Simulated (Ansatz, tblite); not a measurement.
**Ga8As8 wurtzite off sphere (Ga8As8H22): spin-state energies by level**

Is the singlet the ground state of Ga8As8 wurtzite off sphere (Ga8As8H22)? Other spin states are computed and compared level by level.

Program: Ansatz 0.2.0, Gaussian basis. Level of theory: as each input shows. These are calculated values, not measurements.

Plan: triplet, at the geometry of the singlet (GFN1-xTB, GFN2-xTB, PBE0-D4/def2-SVP, PBE-D4/def2-SVP); the singlet's energies come from earlier runs.

### 1 The structure

The geometry is that of the singlet, from an earlier relaxation (PBE-D4/def2-SVP).

38 atoms, charge 0, spin multiplicity 1.

Bond lengths: Ga1–As2 2.548 Å, Ga1–As3 2.506 Å, Ga1–H17 1.577 Å, Ga1–H18 1.577 Å, As2–Ga5 2.499 Å, As2–H19 1.526 Å, As2–H20 1.526 Å, As3–Ga4 2.473 Å, As3–Ga11 2.465 Å, As3–H21 1.528 Å, Ga4–As6 2.500 Å, Ga4–As7 2.473 Å, Ga4–H22 1.578 Å, Ga5–As6 2.478 Å, Ga5–As12 2.467 Å, Ga5–H23 1.575 Å, As6–Ga9 2.478 Å, As6–H24 1.527 Å and more. Angles: As2–Ga1–As3 94.8°, As2–Ga1–H17 105.9°, As2–Ga1–H18 105.7°, As3–Ga1–H17 109.9°, As3–Ga1–H18 109.7°, H17–Ga1–H18 126.1°, Ga1–As2–Ga5 124.3°, Ga1–As2–H19 110.1°, Ga1–As2–H20 110.1°, Ga5–As2–H19 106.0°, Ga5–As2–H20 106.0°, H19–As2–H20 96.8°, Ga1–As3–Ga4 113.0°, Ga1–As3–Ga11 111.0°, Ga1–As3–H21 106.3°, Ga4–As3–Ga11 116.2°, Ga4–As3–H21 104.7°, Ga11–As3–H21 104.6° and more.

### 2 Triplet at the fixed geometry, GFN1-xTB

Tight binding, by tblite at 300 K electronic temperature and without a spin-polarisation term:

```python
tblite.interface.Calculator('GFN1-xTB', numbers, positions, charge=0, uhf=2).singlepoint()
```

Energy -1130.5808 eV; 0.34 s.

### 3 Triplet at the fixed geometry, GFN2-xTB

Tight binding, by tblite at 300 K electronic temperature and without a spin-polarisation term:

```python
tblite.interface.Calculator('GFN2-xTB', numbers, positions, charge=0, uhf=2).singlepoint()
```

Energy -1075.7787 eV; 0.32 s.

### 4 Triplet at the fixed geometry, PBE0-D4/def2-SVP

Input file in.yaml:

```yaml
crystal:
  periodic: [false, false, false]
  atoms:
    - {symbol: Ga, position_ang: [0.514353, -4.489842, -1.472237]}
    - {symbol: As, position_ang: [0.520447, -4.208319, 1.060348]}
    - {symbol: As, position_ang: [0.533440, -2.031532, -1.956495]}
    - {symbol: Ga, position_ang: [-1.552661, -0.894483, -1.268628]}
    - {symbol: Ga, position_ang: [0.541854, -2.002000, 2.233383]}
    - {symbol: As, position_ang: [-1.370407, -0.791701, 1.222960]}
    - {symbol: As, position_ang: [-1.493045, 1.481577, -1.953248]}
    - {symbol: Ga, position_ang: [-3.630257, 2.695187, -1.465795]}
    - {symbol: Ga, position_ang: [-1.460178, 1.468176, 2.236575]}
    - {symbol: As, position_ang: [-3.381880, 2.555450, 1.066414]}
    - {symbol: Ga, position_ang: [2.637150, -0.998181, -1.193974]}
    - {symbol: As, position_ang: [2.449373, -0.772721, 1.265089]}
    - {symbol: As, position_ang: [2.387288, 1.379054, -1.945808]}
    - {symbol: Ga, position_ang: [0.455152, 2.784369, -1.190265]}
    - {symbol: Ga, position_ang: [2.732440, 1.574286, 2.137661]}
    - {symbol: As, position_ang: [0.558228, 2.505409, 1.268304]}
    - {symbol: H, position_ang: [-0.894577, -5.097230, -1.834698]}
    - {symbol: H, position_ang: [1.916419, -5.114195, -1.835360]}
    - {symbol: H, position_ang: [-0.626556, -5.002345, 1.678759]}
    - {symbol: H, position_ang: [1.655788, -5.021667, 1.674829]}
    - {symbol: H, position_ang: [0.565228, -1.895095, -3.478326]}
    - {symbol: H, position_ang: [-2.860722, -1.648577, -1.727040]}
    - {symbol: H, position_ang: [0.507303, -2.119215, 3.804082]}
    - {symbol: H, position_ang: [-2.611454, -1.508197, 1.750669]}
    - {symbol: H, position_ang: [-1.360073, 1.442888, -3.475227]}
    - {symbol: H, position_ang: [-4.861748, 1.780368, -1.828985]}
    - {symbol: H, position_ang: [-3.468847, 4.222044, -1.826531]}
    - {symbol: H, position_ang: [-1.577882, 1.494814, 3.807394]}
    - {symbol: H, position_ang: [-4.642783, 1.958364, 1.684583]}
    - {symbol: H, position_ang: [-3.517931, 3.944363, 1.683290]}
    - {symbol: H, position_ang: [3.967467, -1.650593, -1.730800]}
    - {symbol: H, position_ang: [3.668753, -1.541530, 1.769657]}
    - {symbol: H, position_ang: [2.390321, 1.382338, -3.471770]}
    - {symbol: H, position_ang: [3.695616, 2.133525, -1.738006]}
    - {symbol: H, position_ang: [0.555892, 4.263355, -1.725069]}
    - {symbol: H, position_ang: [2.666252, 1.534499, 3.712579]}
    - {symbol: H, position_ang: [3.888655, 2.242191, 1.286711]}
    - {symbol: H, position_ang: [0.503580, 3.945147, 1.774977]}
basis:
  gaussian: {orbitals: def2-SVP, fitting: {mean_field: def2-universal-jkfit}}
magnetization: {spin_polarized: true, initial_magnetization: 2}
hamiltonian: {xc: pbe0, dispersion: d4}
scf: {omitted_lower_state_checks: [starts]}
output: {orbitals: {seedname: orbitals}}
```

Command:

```bash
ansatz run in.yaml --threads 4 --pin off --events-out ev --progress --plain --max-ram 46080MiB --backend cuda --devices 0, --max-vram 37GiB
```

Standard output:

```text
Functional definition: PBE0
  name "PBE0"
  cite "Adamo & Barone, J. Chem. Phys. 110, 6158 (1999) doi:10.1063/1.478522"
  cite "Perdew, Burke & Ernzerhof, Phys. Rev. Lett. 77, 3865 (1996) doi:10.1103/PhysRevLett.77.3865"
  parent pbe
  parameter a = 0.25
  parameter kappa = 0.804
  parameter beta = 0.06672455060314922
  exchange = (1 - a)*pbe_x(kappa = kappa, mu = beta*pi^2/3) + a*exact_x
  correlation = pbe_c(beta = beta)
these checks for a lower state are left out or cut short: starts
4652 factors; integrals over basis functions are off by at most 3.6e-1 eV
mean field evaluation 1: about -905888.1816 eV, gradient 4.0e1 eV
mean field evaluation 2: about -905887.3844 eV, gradient 4.5e1 eV
mean field evaluation 4: about -905892.1354 eV, gradient 3.6e0 eV
mean field evaluation 8: about -905892.2190 eV, gradient 6.0e-1 eV
mean field evaluation 16: about -905892.2315 eV, gradient 2.5e-2 eV
mean field evaluation 32: about -905892.2316 eV, gradient 7.5e-5 eV
mean field -905892.23159183 eV, -33290.9254751913 hartree, gradient 6.2e-6 eV, S^2 2.003889; 0 other end points of the search recorded, 0 dependent functions left out
reference -905892.23166177 eV, -33290.9254777615 hartree; 268, 266 occupied and 354, 356 virtual orbitals, 4652 factors
Total energy: -905895.01483205 eV, -33291.0277573829 hartree
Checks for a lower state left out: starts
```

Run time: 30 s. Hardware: 1 × H100 (card shared with other runs) with 4 threads of AMD EPYC 7R13, shared host; peak host memory 1.4 GiB.

From the report: HOMO -2.45 eV, LUMO -5.92 eV (over both spins; with the spin held, an empty level of the minority spin lies below the top filled one); ⟨S²⟩ 2.004 (pure: 2.00).

### 5 Triplet at the fixed geometry, PBE-D4/def2-SVP

start.molden holds the orbitals of an earlier run on this state, given as this run's starting guess.

in.yaml: that of step 4 with these lines changed.

```diff
@@ -42,5 +42,5 @@
 basis:
-  gaussian: {orbitals: def2-SVP, fitting: {mean_field: def2-universal-jkfit}}
+  gaussian: {orbitals: def2-SVP, fitting: {mean_field: def2-universal-jkfit}, initial_orbitals: start.molden}
 magnetization: {spin_polarized: true, initial_magnetization: 2}
-hamiltonian: {xc: pbe0, dispersion: d4}
+hamiltonian: {xc: pbe, dispersion: d4}
 scf: {omitted_lower_state_checks: [starts]}
```

Launched as before.

Standard output:

```text
Functional definition: PBE
  name "PBE"
  cite "Perdew, Burke & Ernzerhof, Phys. Rev. Lett. 77, 3865 (1996) doi:10.1103/PhysRevLett.77.3865"
  parent pbe
  parameter kappa = 0.804
  parameter beta = 0.06672455060314922
  exchange = pbe_x(kappa = kappa, mu = beta*pi^2/3)
  correlation = pbe_c(beta = beta)
these checks for a lower state are left out or cut short: starts
4652 factors; integrals over basis functions are off by at most 3.6e-1 eV
mean field evaluation 1: about -905867.8747 eV, gradient 1.4e1 eV
mean field evaluation 2: about -905868.5743 eV, gradient 7.4e-1 eV
mean field evaluation 4: about -905868.5864 eV, gradient 2.1e-1 eV
mean field evaluation 8: about -905868.5876 eV, gradient 5.7e-4 eV
mean field -905868.58758245 eV, -33290.0565738730 hartree, gradient 8.4e-6 eV, S^2 2.001235; 0 other end points of the search recorded, 0 dependent functions left out
reference -905868.58767635 eV, -33290.0565773238 hartree; 268, 266 occupied and 354, 356 virtual orbitals, 4652 factors
Total energy: -905871.64575500 eV, -33290.1689596414 hartree
Checks for a lower state left out: starts
```

Wall time 12 s (1 × H100 (card shared with other runs) with 4 threads of AMD EPYC 7R13, shared host); peak host memory 1.3 GiB.

From the report: HOMO -2.18 eV, LUMO -5.99 eV (over both spins; with the spin held, an empty level of the minority spin lies below the top filled one); ⟨S²⟩ 2.001 (pure: 2.00).

### 6 Triplet less singlet, vertical

The singlet's energies are those of its earlier runs, whose logs aren't repeated here.

```tsv
level	triplet less singlet, vertical (kJ/mol)	time
GFN1-xTB	+388.4	0.55 s
GFN2-xTB	+410.3	0.51 s
PBE-D4/def2-SVP	+372.9	16 s
PBE0-D4/def2-SVP	+440.1	39 s
```

Times add the two runs; a level without a time comes out of a correlated run. Tight binding without a spin term can't rank spin states.

### 7 Summary of results

```
                                               quantity                                       value
triplet less singlet, vertical, functionals in def2-SVP  +372.9 (PBE-D4) to +440.1 kJ/mol (PBE0-D4)
```

In words: All functionals put the triplet above the singlet, over a spread of 67.2 kJ/mol. The checks for a lower triplet were left out, so another state of that spin may lie lower. These are electronic energies, without zero-point motion, entropy or surroundings.
